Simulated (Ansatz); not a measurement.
# C2HCl2Si radical: a ladder of functionals and wavefunction methods

The task here is to estimate one member of a computed series from the others.

Method: functionals in def2-TZVPP, the program's frozen cores in correlated methods; program: Ansatz 0.2.0, Gaussian basis.

The runs, in order: LDA (SPW92), PBE-D4, revPBE-D4, BLYP-D4, r2SCAN-D4, B97M-V, PBE0-D4, B3LYP-D4, r2SCANh-D4, r2SCAN0-D4, HSE06-D4, BHLYP-D4, CAM-B3LYP-D4, LC-ωPBE, ωB97X-V, ωB97M-V, B2PLYP, PBE-QIDH; CCSD(T)/def2-SVP; CCSD(T)/def2-TZVPP; MP2/def2-QZVPP; extrapolation to the limit; RPA on PBE.

### Structure used throughout

An earlier PBE0-D4 in a triple-zeta def2 set relaxation fixed the geometry.

SMILES `C#C[Si](Cl)Cl`, 6 atoms, charge 0, spin multiplicity 2.

Atoms are counted from 1 here; the program's logs count them from 0.

Bond lengths: C1–C2 1.208 Å, C1–H6 1.067 Å, C2–Si3 1.804 Å, Si3–Cl4 2.043 Å, Si3–Cl5 2.043 Å. Angles: C2–C1–H6 179.0°, C1–C2–Si3 172.9°, C2–Si3–Cl4 109.7°, C2–Si3–Cl5 109.7°, Cl4–Si3–Cl5 110.2°.

The first run:

Contents of in.yaml:

```yaml
crystal:
  periodic: [false, false, false]
  atoms:
    - {symbol: C, position_ang: [1.324475, 0.483503, 1.111461]}
    - {symbol: C, position_ang: [0.521516, 0.095405, 0.297223]}
    - {symbol: Si, position_ang: [-0.504370, -0.583750, -1.021818]}
    - {symbol: Cl, position_ang: [-1.914038, -1.830641, -0.226120]}
    - {symbol: Cl, position_ang: [-1.405986, 0.936977, -2.046264]}
    - {symbol: H, position_ang: [2.020403, 0.834506, 1.839419]}
basis:
  gaussian: {orbitals: def2-TZVPP}
magnetization: {spin_polarized: true, initial_magnetization: 1}
hamiltonian: {xc: lda}
output: {orbitals: {seedname: orbitals}}
```

Among the steps run: LDA; PBE-D4 (GGA); revPBE-D4 (GGA); BLYP-D4 (GGA); r2SCAN-D4 (meta-GGA); B97M-V (meta-GGA); PBE0-D4 (hybrid); B3LYP-D4 (hybrid); r2SCANh-D4 (hybrid); r2SCAN0-D4 (hybrid); HSE06-D4 (hybrid); BHLYP-D4 (hybrid); CAM-B3LYP-D4 (range-separated); LC-ωPBE-D4 (range-separated; the results give it without D4); ωB97X-V (range-separated); ωB97M-V (range-separated); B2PLYP (double hybrid); PBE-QIDH (double hybrid).

One table of the session follows, with a row left open; its other results are not shown here.

It belongs to the step «Frontier levels by functional». 

| functional | HOMO (eV) | LUMO (eV) | gap (eV) |
| --- | --- | --- | --- |
| LDA (SPW92) | -5.51 | -4.41 | 1.10 |
| PBE-D4 | -5.51 | -3.97 | 1.54 |
| revPBE-D4 | -5.48 | -3.81 | 1.67 |
| BLYP-D4 | -5.29 | -3.97 | 1.32 |
| r2SCAN-D4 | -5.88 | -3.52 | 2.36 |
| B97M-V | -5.57 | -3.99 | 1.58 |
| PBE0-D4 | -6.68 | -3.10 | 3.58 |
| B3LYP-D4 | -6.39 | -3.46 | 2.93 |
| r2SCANh-D4 | -6.30 | -3.23 | 3.07 |
| r2SCAN0-D4 | -6.95 | -2.80 | 4.14 |
| HSE06-D4 | -6.28 | -3.48 | 2.80 |
| BHLYP-D4 | -7.67 | -2.29 | 5.38 |
| CAM-B3LYP-D4 | ? | ? | ? |
| LC-ωPBE | -9.30 | -0.83 | 8.47 |
| ωB97X-V | -8.78 | -1.35 | 7.42 |
| ωB97M-V | -8.40 | -1.47 | 6.93 |

Q: Estimate the row for CAM-B3LYP-D4 from the others.

**Answer.** HOMO (eV): -7.88; LUMO (eV): -2.21; gap (eV): 5.67. In the column «HOMO (eV)» it lies between ωB97M-V (-8.40) and BHLYP-D4 (-7.67).
